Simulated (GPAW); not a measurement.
The system is AgAu3.

```xyz
4
Lattice="4.1216 0.0000 0.0000 0.0000 4.1216 0.0000 0.0000 0.0000 4.1216" Properties=species:S:1:pos:R:3 pbc="T T T"
Au    0.0000    0.0000    2.0608
Au    0.0000    2.0608    0.0000
Au    2.0608    0.0000    0.0000
Ag    2.0608    2.0608    2.0608
```

The cell comes from a database or a generator and needn't be the stable form of this composition.

```yaml
Program: GPAW 26.7.0
Task: relaxation of cell and atoms
Functional: PBEsol
Dispersion: D3(BJ)+ATM
Potentials_or_basis: PAW data sets generated in the run's folder for this functional
Cutoff: 600 eV
Basis: pw
k_mesh: 7 × 7 × 7
Occupations: fermi-dirac, width 0.05 eV
Spin: no spin polarisation
```

At the start: pressure -7.9 GPa; volume 17.50 Å³/atom.

Q: Where does the relaxation end?

A: Over 4 steps the energy falls by 23.3 meV/atom and the volume is 16.63 Å³/atom (-5.0 %); space group Pm-3m (No. 221, to 0.05 Å).

The path:
| step | energy change (eV) | largest force (eV/Å) | pressure (GPa) | volume (Å³) |
| --- | --- | --- | --- | --- |
| 1 | 0.0000 | 0.0000 | -7.89 | 70.02 |
| 2 | -0.0291 | 0.0000 | -6.68 | 69.37 |
| 3 | -0.0920 | 0.0000 | 0.97 | 66.11 |
| 4 | -0.0930 | 0.0000 | -0.09 | 66.50 |

Final structure:
```cif
data_structure
_symmetry_space_group_name_H-M 'P 1'
_symmetry_Int_Tables_number 1
_cell_length_a 4.0514
_cell_length_b 4.0514
_cell_length_c 4.0514
_cell_angle_alpha 90.000
_cell_angle_beta 90.000
_cell_angle_gamma 90.000
_cell_volume 66.50
loop_
_atom_site_label
_atom_site_type_symbol
_atom_site_fract_x
_atom_site_fract_y
_atom_site_fract_z
_atom_site_occupancy
Au1 Au 0.00000 0.00000 0.50000 1
Au2 Au 0.00000 0.50000 0.00000 1
Au3 Au 0.50000 0.00000 0.00000 1
Ag1 Ag 0.50000 0.50000 0.50000 1
```

Caveat: with this Au data set, volumes or pressures lay over 1.5 % or 2 GPa off other programs in two to four cells of ten; later steps reuse the first step's grids; pairwise dispersion overbinds metals, which lowers pressure and volume.
